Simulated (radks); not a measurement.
# Nb²⁺ in [Kr] 4d3: an all-electron calculation

One table from this session's results is given with a row withheld; the runs are named, their logs left out.

Program: radks (a radial shooting solver on a logarithmic mesh, Libxc functionals) version 1. Level of theory: Dirac Kohn-Sham, BLYP, spin-unpolarised, spherical densities, finite nucleus; open shells fill j = l - 1/2 first. These are calculated values, not measurements, unless marked.

### Starting point

```
element            : niobium (Z = 41)
charge             : +2
electrons          : 39
configuration      : [Kr] 4d3
nuclear rms radius : 4.324 fm
```

Set-up of the first run:

Settings of this run:

```text
Z 41
configuration [Kr] 4d3 5s0 5p0
relativity Dirac
functional b88,lyp
spin unpolarised
j_filling energy
nucleus finite rms 4.324 fm
c 137.035999084
```

Command:

```
python run_ks.py task.json out
```

This one command runs every case of the session in turn.

Steps of the session up to this table: Self-consistent calculation.

One of the session's tables, all rows but one given; the rest of the session is left out.

It belongs to the step «Orbitals and density». Radial moments (bohr):

```
level      <r>  outermost maximum (interpolated)  90 % within  nodes
1s1/2  0.03609                            0.0235       0.0646      0
2s1/2   0.1577                             0.133        0.244      1
2p1/2   0.1346                             0.104        0.220      0
2p3/2   0.1391                             0.108        0.226      0
3s1/2   0.4432                             0.396        0.656      2
3p1/2   0.4387                             0.383        0.665      1
3p3/2   0.4492                             0.392        0.680      1
3d3/2   0.4310                             0.333        0.692      0
3d5/2   0.4346                             0.335        0.697      0
4s1/2    1.154                              1.03         1.68      3
4p1/2    1.270                              1.10         1.89      2
4p3/2        ?                                 ?            ?      ?
4d3/2    1.861                              1.44         2.94      1
4d5/2    1.877                              1.45         2.97      1
5s1/2    3.056                              2.74         4.40      4
5p1/2    3.608                              3.22         5.22      3
5p3/2    3.673                              3.29         5.31      3
```

Estimate the missing values for 4p3/2.

**Answer.** <r>: 1.301; outermost maximum (interpolated): 1.13; 90 % within: 1.93; nodes: 2. In the column «<r>» it lies between 4p1/2 (1.270) and 4d3/2 (1.861).

Limits of these values: Spin polarisation and multiplet splitting are left out.
